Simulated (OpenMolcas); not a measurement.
# W⁺: CASSCF terms and fine-structure levels, part 1 of 2

Aim: the low terms and levels of W⁺, with their order and spacing.

Program: OpenMolcas 26.06. Level of theory: state-averaged CASSCF, spin-orbit coupling by RASSI with atomic mean-field integrals. These are calculated values, not measurements, unless marked.

## (1) The system

* Species: W⁺ (tungsten, Z = 74, 73 electrons)
* Basis: ANO-RCC-MB [6s5p3d1f], 43 functions
* Scalar Hamiltonian: DKH2, point nucleus
* Inactive shells: 1s 2s 2p 3s 3p 3d 4s 4p 4d 4f 5s 5p
* Active space: 5 electrons in 6 orbitals (5d 6s)
* Some configurations of this space: 5d³ 6s², 5d⁴ 6s, 5d⁵
* Orbitals: optimised for the ground-state spin in each parity, averaged over the low roots

Outer shells as boxes (Hund's rule):

5d3 6s2
```
5d [↑ ][↑ ][↑ ][  ][  ]
6s [↑↓]
```

5d4 6s
```
5d [↑ ][↑ ][↑ ][↑ ][  ]
6s [↑ ]
```

5d5
```
5d [↑ ][↑ ][↑ ][↑ ][↑ ]
```

The work runs as a chain of OpenMolcas steps in one folder; each step below is one input file. Labels, J, g values, rates, χT and fits are worked out afterwards by a script from the matrices that RASSI stores.

## (2) One- and two-electron integrals

Input file a.inp:

```
&GATEWAY
Coord
1

W 0.0 0.0 0.0
Basis=ANO-RCC-MB
Group=XYZ
NoMove
AngMom=0.0 0.0 0.0
AMFI
&SEWARD
```

Output:

```text
Basis set label: W.ANO-RCC...6S5P3D1F.

      Electronic valence basis set:
      ------------------
      Associated Effective Charge  74.000000 au
      Associated Actual Charge     74.000000 au
      Nuclear Model: Point charge

      Shell  nPrim  nBasis  Cartesian Spherical Contaminant
         s      24       6        X
         p      21       5        X
         d      15       3                 X
         f      11       1                 X
                  Relativistic Douglas-Kroll-Hess integrals:
                    - DKH order of Hamiltonian: 2
                    - DKH order of Properties : 0
                  Atomic mean-field integrals
```

## (3) CASSCF: sextets of even parity, 6 roots

Input file a.inp:

```
&RASSCF
FileOrb=start.orb
Symmetry=1
Spin=6
nActEl=5 0 0
Inactive=15 19
Ras2=6 0
CIRoot=6 6 1
SDav=6
CIMx=300
Iter=120 100
PrWF=0.3
OrbListing=Nothing
MaxOrb=0
Atom
>>> COPY $Project.JobIph JOB001
```

start.orb holds the contracted functions of the basis, ordered by shell, or the orbitals of the step before.

Output, cut to the lines that bear on the results:

```text
[...]
      Number of active orbitals                  6
[...]
      Spin quantum number                      2.5
[...]
      Active orbitals                            6   0
[...]
      Number of CSFs                             6
      Number of root(s) required                 6
[...]
      Convergence after  4 iterations
[...]
      Natural orbitals and occupation numbers for root  1
      sym 1:   1.000000   1.000000   1.000000   1.000000   1.000000   0.000000
      Natural orbitals and occupation numbers for root  2
      sym 1:   0.000000   1.000000   1.000000   1.000000   1.000000   1.000000
      Natural orbitals and occupation numbers for root  3
      sym 1:   1.000000   0.000000   1.000000   1.000000   1.000000   1.000000
::    RASSCF root number  1 Total energy: -16127.11847180
::    RASSCF root number  2 Total energy: -16127.11323051
::    RASSCF root number  3 Total energy: -16127.11323051
::    RASSCF root number  4 Total energy: -16127.11323051
::    RASSCF root number  5 Total energy: -16127.11323051
::    RASSCF root number  6 Total energy: -16127.11323051
```

## (4) CASSCF: quartets of even parity, 84 roots

Input file a.inp:

```
&RASSCF
FileOrb=start.orb
Symmetry=1
Spin=4
nActEl=5 0 0
Inactive=15 19
Ras2=6 0
CIRoot=84 84 1
SDav=84
CIMx=300
Iter=120 100
PrWF=0.3
OrbListing=Nothing
MaxOrb=0
Atom
CIOnly
>>> COPY $Project.JobIph JOB002
```

Output, cut to the lines that bear on the results:

```text
[...]
      Number of active orbitals                  6
[...]
      Spin quantum number                      1.5
[...]
      Active orbitals                            6   0
[...]
      Number of CSFs                            84
      Number of root(s) required                84
[...]
      Natural orbitals and occupation numbers for root  1
      sym 1:   0.715576   0.912898   0.715576   1.093250   0.912898   0.649804
      Natural orbitals and occupation numbers for root  2
      sym 1:   0.912898   0.715576   1.093250   0.912898   0.715576   0.649804
      Natural orbitals and occupation numbers for root  3
      sym 1:   1.093250   0.912898   0.912898   0.715576   0.715576   0.649804
::    RASSCF root number  1 Total energy: -16127.06658885
::    RASSCF root number  2 Total energy: -16127.06658885
::    RASSCF root number  3 Total energy: -16127.06658885
[...]
::    RASSCF root number 27 Total energy: -16127.03781255
::    RASSCF root number 28 Total energy: -16127.03781255
::    RASSCF root number 29 Total energy: -16127.03781255
::    RASSCF root number 30 Total energy: -16127.03781255
```

CIOnly: the orbitals of an earlier block are kept, and only the CI is solved.

## (5) Reference wave functions, doublets of even parity, 210 roots

Input file a.inp:

```
&RASSCF
FileOrb=start.orb
Symmetry=1
Spin=2
nActEl=5 0 0
Inactive=15 19
Ras2=6 0
CIRoot=210 210 1
SDav=210
CIMx=300
Iter=120 100
PrWF=0.3
OrbListing=Nothing
MaxOrb=0
Atom
CIOnly
>>> COPY $Project.JobIph JOB003
```

Output, cut to the lines that bear on the results:

```text
[...]
      Number of active orbitals                  6
[...]
      Spin quantum number                      0.5
[...]
      Active orbitals                            6   0
[...]
      Number of CSFs                           210
      Number of root(s) required               210
[...]
      Natural orbitals and occupation numbers for root  1
      sym 1:   0.999493   0.511880   1.049596   0.918529   0.909758   0.610744
      Natural orbitals and occupation numbers for root  2
      sym 1:   0.911145   0.999618   0.606783   1.050299   0.917018   0.515137
      Natural orbitals and occupation numbers for root  3
      sym 1:   0.440149   1.012519   0.894052   0.992945   0.940784   0.719552
::    RASSCF root number  1 Total energy: -16127.02592285
::    RASSCF root number  2 Total energy: -16127.02592285
::    RASSCF root number  3 Total energy: -16127.02592285
[...]
::    RASSCF root number 27 Total energy: -16126.99999495
::    RASSCF root number 28 Total energy: -16126.99999495
::    RASSCF root number 29 Total energy: -16126.99999495
::    RASSCF root number 30 Total energy: -16126.99999495
```

CIOnly: the orbitals of an earlier block are kept, and only the CI is solved.

(Continued in part 2 of 2.)
